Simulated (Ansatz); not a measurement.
**Al5As4 zinc blende ring disc (Al5As4H16−): geometry, orbitals and charge**

What does Al5As4 zinc blende ring disc (Al5As4H16−) look like as a singlet, and where do its frontier electrons sit?

Method: RKS PBE0-D4/def2-TZVP; program: Ansatz 0.2.0, Gaussian basis.

The runs, in order: relaxation at PBE-D4/def2-SVP; a single point at PBE0-D4/def2-TZVP.

## (1) Starting geometry

25 atoms, charge -1, spin multiplicity 1.

Atoms are counted from 1 here; the program's logs count them from 0.

Bond lengths: As1–Al5 2.457 Å, As1–Al6 2.457 Å, As1–Al7 2.459 Å, As1–H10 1.549 Å, As2–Al6 2.511 Å, As2–Al8 2.512 Å, As2–H11 1.551 Å, As2–H12 1.533 Å, As3–Al5 2.513 Å, As3–Al9 2.511 Å, As3–H13 1.532 Å, As3–H14 1.552 Å, As4–Al7 2.457 Å, As4–Al8 2.458 Å, As4–Al9 2.457 Å, As4–H15 1.550 Å, Al5–H16 1.592 Å, Al5–H17 1.580 Å and more. Angles: Al5–As1–Al6 158.1°, Al5–As1–Al7 85.6°, Al5–As1–H10 79.7°, Al6–As1–Al7 85.6°, Al6–As1–H10 78.5°, Al7–As1–H10 72.1°, Al6–As2–Al8 127.7°, Al6–As2–H11 68.9°, Al6–As2–H12 104.4°, Al8–As2–H11 69.3°, Al8–As2–H12 104.1°, H11–As2–H12 88.0°, Al5–As3–Al9 127.9°, Al5–As3–H13 104.1°, Al5–As3–H14 69.1°, Al9–As3–H13 104.2°, Al9–As3–H14 69.1°, H13–As3–H14 87.9° and more.

The ion is computed in the gas phase, without counter-ions or solvent.

The start is a GFN2-xTB geometry.

## (2) Relaxation at PBE-D4/def2-SVP

The input, in.yaml:

```yaml
crystal:
  periodic: [false, false, false]
  atoms:
    - {symbol: As, position_ang: [-1.594530, -1.600300, -0.511470]}
    - {symbol: As, position_ang: [2.493630, -2.484690, -0.013420]}
    - {symbol: As, position_ang: [-2.490090, 2.482890, -0.020660]}
    - {symbol: As, position_ang: [1.590990, 1.595290, -0.507970]}
    - {symbol: Al, position_ang: [-3.303180, 0.105440, -0.053030]}
    - {symbol: Al, position_ang: [0.117780, -3.297160, -0.035290]}
    - {symbol: Al, position_ang: [-0.006240, 0.002340, 0.466000]}
    - {symbol: Al, position_ang: [3.302450, -0.106560, -0.042600]}
    - {symbol: Al, position_ang: [-0.115850, 3.301050, -0.046000]}
    - {symbol: H, position_ang: [-1.691200, -1.714130, 1.030420]}
    - {symbol: H, position_ang: [1.614460, -1.617340, -0.951130]}
    - {symbol: H, position_ang: [3.121090, -3.106990, -1.265470]}
    - {symbol: H, position_ang: [-3.115360, 3.107680, -1.272240]}
    - {symbol: H, position_ang: [-1.615440, 1.611530, -0.960800]}
    - {symbol: H, position_ang: [1.690210, 1.701100, 1.035240]}
    - {symbol: H, position_ang: [-4.244660, 0.148970, -1.335630]}
    - {symbol: H, position_ang: [-3.960120, -0.138880, 1.363360]}
    - {symbol: H, position_ang: [0.167800, -4.247770, -1.309400]}
    - {symbol: H, position_ang: [-0.126730, -3.948760, 1.382690]}
    - {symbol: H, position_ang: [0.917850, -0.913430, 1.471680]}
    - {symbol: H, position_ang: [-0.926010, 0.914290, 1.476610]}
    - {symbol: H, position_ang: [3.963040, 0.151800, 1.368340]}
    - {symbol: H, position_ang: [4.245030, -0.150290, -1.322560]}
    - {symbol: H, position_ang: [0.120220, 3.953960, 1.371700]}
    - {symbol: H, position_ang: [-0.155140, 4.249970, -1.318400]}
basis:
  gaussian: {orbitals: def2-SVP}
total_charge: -1
hamiltonian: {xc: pbe, dispersion: d4}
scf: {lower_state_search: "off"}
output: {orbitals: {seedname: orbitals}}
relax: {f_tol: 0.03, max_steps: 70}
```

Started as:

```console
> ansatz run in.yaml --threads 2 --pin off --events-out ev --progress --plain --max-ram 32768MiB --backend cuda --devices 0, --max-vram 18GiB
```

Further steps of the session: Single point, PBE0-D4/def2-TZVP.

Q: Predict the results of all the runs planned. Wanted: point group; commonest bond, hydrogen aside; HOMO, LUMO at PBE0-D4/def2-TZVP.

**Answer**, as computed:

```
                       quantity                             value
                    point group                               C2v
 commonest bond, hydrogen aside  Al–As, 10 of mean length 2.520 Å
HOMO, LUMO at PBE0-D4/def2-TZVP                    -4.26, 1.63 eV
```

The molecule keeps its bonding pattern by the stored test; the atoms moved 1.43 Å (rms), and the angle Al8–As4–Al9 went from 158° to 114°. No usable vibrations, so a minimum isn't proven. Whether this spin is the lowest isn't tested here.
